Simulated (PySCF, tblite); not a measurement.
**C4H15B2NSi2: geometry, infrared bands and NMR shifts**

Wanted: the infrared bands and NMR shifts of C4H15B2NSi2 (`BC[C@@H]1[C@H](B)[C@@H]1N([SiH3])[SiH3]`), by calculation.

Programs: tblite 0.8.0 and PySCF 2.14.0, with density-fitted response routines of our own. Each step states its level of theory. These are calculated values for one molecule in the gas phase, unless marked as measured. Atoms count from 0, in the outputs and in this text.

### Step 1. Starting geometry

24 atoms, charge 0, multiplicity 1; geometry from: force field or distance geometry start.

Bonds of the start (Å): B0–C1 1.61, C1–C2 1.49, C2–C3 1.51, C3–B4 1.57, C3–C5 1.52, C5–N6 1.42, N6–Si7 1.78, N6–Si8 1.80, C5–C2 1.49, B0–H9 1.16, B0–H10 1.17, C1–H11 1.08, C1–H12 1.14, C2–H13 1.12, C3–H14 1.11, B4–H15 1.18, B4–H16 1.19, C5–H17 1.14, Si7–H18 1.48, Si7–H19 1.48, Si7–H20 1.48, Si8–H21 1.48, Si8–H22 1.45, Si8–H23 1.48.

### Step 2. Geometry optimisation with GFN2-xTB

The job: settings as JSON, then the geometry in Å.

```
{"job": {"kind": "relax", "xc": "GFN2-xTB", "basis": "xTB"}, "charge": 0, "multiplicity": 1}
B      2.922900     1.180300    -0.362200
C      1.463400     1.327000     0.305800
C      1.116800    -0.009100     0.871300
C      0.998000    -1.203400    -0.044600
B      1.017100    -0.883500    -1.583200
C     -0.207000    -0.677200     0.715100
N     -1.258400    -0.230300    -0.131100
Si    -1.921800     1.369600     0.258100
Si    -2.523300    -1.504200    -0.061700
H      3.123700     1.801100    -1.323300
H      3.612800     0.274100    -0.100400
H      0.748400     1.797200    -0.350000
H      1.627100     2.036400     1.185800
H      1.645900    -0.273200     1.823300
H      1.339000    -2.199900     0.318600
H      0.577100    -1.622500    -2.384400
H      1.111800     0.261100    -1.905000
H     -0.501400    -1.348800     1.588400
H     -2.041600     2.244800    -0.934900
H     -1.049800     2.093400     1.206500
H     -3.257800     1.293200     0.889600
H     -2.064300    -2.563200     0.862000
H     -2.703300    -2.151100    -1.348100
H     -3.787000    -0.992100     0.512200
```

Launch:

```console
> OMP_NUM_THREADS=1 python probes_run.py task.json out
```

The driver reads the jobs from task.json and runs them one after another.

**Question.** This job is followed by: GFN2-xTB harmonic vibrations, gas phase; GIAO PBE0/pcSseg-1 NMR shielding, non-relativistic, gas phase. Predict these results of the whole session: strongest single infrared mode (GFN2-xTB); zero-point energy (GFN2-xTB); ¹³C shifts against TMS (PBE0/pcSseg-1); ¹H shifts against TMS (PBE0/pcSseg-1, means over atoms taken as alike); ¹¹B shifts against BF3·OEt2 (PBE0/pcSseg-1); ¹⁵N shifts against NH3 (PBE0/pcSseg-1); ²⁹Si shifts against TMS (PBE0/pcSseg-1, means over atoms taken as alike).

**Answer**, as computed:

| quantity | value |
| --- | --- |
| strongest single infrared mode (GFN2-xTB) | 824 cm⁻¹, 524 km/mol |
| zero-point energy (GFN2-xTB) | 108.4 kcal/mol |
| ¹³C shifts against TMS (PBE0/pcSseg-1) | 63.2, 44.8, 31.9, 31.3 ppm |
| ¹H shifts against TMS (PBE0/pcSseg-1, means over atoms taken as alike) | 8.07, 7.21, 4.52, 3.68, 2.46, 2.38, 2.30, 1.67 ppm |
| ¹¹B shifts against BF3·OEt2 (PBE0/pcSseg-1) | 93.4, 77.4 ppm |
| ¹⁵N shifts against NH3 (PBE0/pcSseg-1) | 11.9 ppm |
| ²⁹Si shifts against TMS (PBE0/pcSseg-1, means over atoms taken as alike) | -40.2 ppm |

In words: Over 178 steps the energy fell by 1.332 eV; of the close pairs, N6–Si8 changed most, 1.797 to 1.735 Å. No mode is imaginary among the 66: a minimum at this level. The strongest single mode, at 824 cm⁻¹, is spread over many atoms; the largest shares are those of H18, H20. GFN2-xTB is a fitted tight-binding method: band positions and strengths are rough. Its intensities can rank the bands wrongly.
